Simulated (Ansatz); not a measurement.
# B2NH2OF (SMILES OB1NB1F) at SVWN5/def2-SVP

Aim: the vertical ionisation energy of B2NH2OF at SVWN5/def2-SVP, from 2 runs. 

The calculation is run with Ansatz 0.2.0.

127 further runs of the same task are left out: 127 set aside as unsound or not needed.

### Step 1. The system as given

The species is B2NH2OF (7 atoms), meant as a singlet with charge 0. SMILES: `OB1NB1F`. The coordinates come from a PBE0-D4/def2-TZVP relaxation. This is one conformer, not always the lowest.

Bond lengths: O1–B2 1.347 Å, B2–N3 1.423 Å, B2–B4 1.598 Å, N3–B4 1.403 Å, B4–F5 1.317 Å, O1–H6 0.959 Å, N3–H7 1.012 Å. Angles: O1–B2–N3 134.0°, O1–B2–B4 171.0°, N3–B2–B4 55.0°, B2–N3–B4 68.8°, B2–B4–N3 56.2°, B2–B4–F5 168.4°, N3–B4–F5 135.4°, B2–O1–H6 112.9°, B2–N3–H7 144.6°, B4–N3–H7 146.6°.

### Step 2. The energy at SVWN5/def2-SVP

Input file in.yaml:

```yaml
crystal:
  periodic: [false, false, false]
  atoms:
    - {symbol: O, position_ang: [-1.276700, 0.176400, 1.308100]}
    - {symbol: B, position_ang: [-0.379000, 0.150200, 0.304200]}
    - {symbol: N, position_ang: [0.632200, -0.768200, -0.094800]}
    - {symbol: B, position_ang: [0.587000, 0.339700, -0.954100]}
    - {symbol: F, position_ang: [1.250000, 0.724100, -2.025300]}
    - {symbol: H, position_ang: [-1.829400, 0.960200, 1.293400]}
    - {symbol: H, position_ang: [1.077200, -1.650400, 0.122900]}
basis:
  gaussian: {orbitals: def2-SVP}
hamiltonian: {xc: {name: SVWN5}}
accuracy: high
output: {orbitals: {seedname: orbitals}}
```

The run is started by

```
$ ansatz run in.yaml --threads 1 --pin off --max-ram 3480MiB --events-out events.jsonl --progress --plain --runs-dir runs
```

The program printed:

```text
Warning: RAYON_NUM_THREADS=1 ignored (pool sized by the plan → 1); use --threads N
Functional definition: SVWN5
  name "SVWN5"
  exchange = slater_x
  correlation = vwn5_c
1780 factors; integrals over basis functions are off by at most 3.2e-9 eV
mean field evaluation 1: about -7567.6068 eV, gradient 7.3e1 eV
mean field evaluation 2: about -7541.0789 eV, gradient 1.3e2 eV
mean field evaluation 4: about -7577.7005 eV, gradient 8.4e0 eV
mean field evaluation 8: about -7577.8099 eV, gradient 8.2e-1 eV
mean field evaluation 16: about -7577.8114 eV, gradient 6.8e-5 eV
mean field -7577.81138347 eV, -278.4794319174 hartree, gradient 4.4e-8 eV, S^2 0.000000; 0 other end points of the search recorded, 0 dependent functions left out
reference -7577.81138648 eV, -278.4794320281 hartree; 18, 18 occupied and 62, 62 virtual orbitals, 1780 factors
Total energy: -7577.81138648 eV, -278.4794320281 hartree
```

It took 3.3 s on 1 thread of Arm Neoverse V2, shared host; peak memory 0.19 GiB.

### Step 3. The doublet cation, same level

Input file input.yaml:

```yaml
crystal:
  periodic: [false, false, false]
  atoms:
    - {symbol: O, position_ang: [-1.276700, 0.176400, 1.308100]}
    - {symbol: B, position_ang: [-0.379000, 0.150200, 0.304200]}
    - {symbol: N, position_ang: [0.632200, -0.768200, -0.094800]}
    - {symbol: B, position_ang: [0.587000, 0.339700, -0.954100]}
    - {symbol: F, position_ang: [1.250000, 0.724100, -2.025300]}
    - {symbol: H, position_ang: [-1.829400, 0.960200, 1.293400]}
    - {symbol: H, position_ang: [1.077200, -1.650400, 0.122900]}
basis:
  gaussian: {orbitals: def2-SVP}
total_charge: 1
magnetization: {spin_polarized: true, initial_magnetization: 1}
hamiltonian: {xc: {name: SVWN5}}
accuracy: high
output: {orbitals: {seedname: orbitals}}
```

The run is started by

```
$ ansatz run input.yaml --threads 1 --pin off --max-ram 3480MiB --events-out events.jsonl --progress --plain --runs-dir runs
```

The program printed:

```text
Warning: RAYON_NUM_THREADS=1 ignored (pool sized by the plan → 1); use --threads N
Functional definition: SVWN5
  name "SVWN5"
  exchange = slater_x
  correlation = vwn5_c
1778 factors; integrals over basis functions are off by at most 3.4e-9 eV
mean field evaluation 1: about -7549.9149 eV, gradient 7.2e1 eV
mean field evaluation 2: about -7477.4078 eV, gradient 1.5e2 eV
mean field evaluation 4: about -7566.6473 eV, gradient 2.0e1 eV
mean field evaluation 8: about -7568.1980 eV, gradient 1.7e-1 eV
mean field evaluation 16: about -7568.1970 eV, gradient 6.2e-5 eV
mean field -7568.19703154 eV, -278.1261110008 hartree, gradient 5.7e-8 eV, S^2 0.751213; 1 other end points of the search recorded, 0 dependent functions left out
reference -7568.19703450 eV, -278.1261111097 hartree; 18, 17 occupied and 62, 63 virtual orbitals, 1778 factors
Total energy: -7568.19703450 eV, -278.1261111097 hartree
```

Run time: 3.9 s. Hardware: 1 thread of Arm Neoverse V2, shared host; peak memory 0.21 GiB.

### Step 4. What came out

At SVWN5/def2-SVP:

| quantity | value |
| --- | --- |
| singlet B2NH2OF: total energy | -278.47943 Eh |
| singlet B2NH2OF: HOMO energy | -5.82 eV |
| singlet B2NH2OF: LUMO energy | -0.72 eV |
| singlet B2NH2OF: HOMO–LUMO gap | 5.10 eV |
| doublet cation: total energy | -278.12611 Eh |
| doublet cation: HOMO energy (highest over α and β) | -14.47 eV |
| doublet cation: LUMO energy (lowest over α and β) | -13.37 eV |
| doublet cation: ⟨S²⟩ | 0.751 |
| vertical ionisation energy (to the doublet cation) | 9.614 eV |

Removing an electron at fixed nuclei costs 9.61 eV (222 kcal/mol). The negative HOMO energy of the first species, 5.82 eV, lies 3.80 eV below that difference.
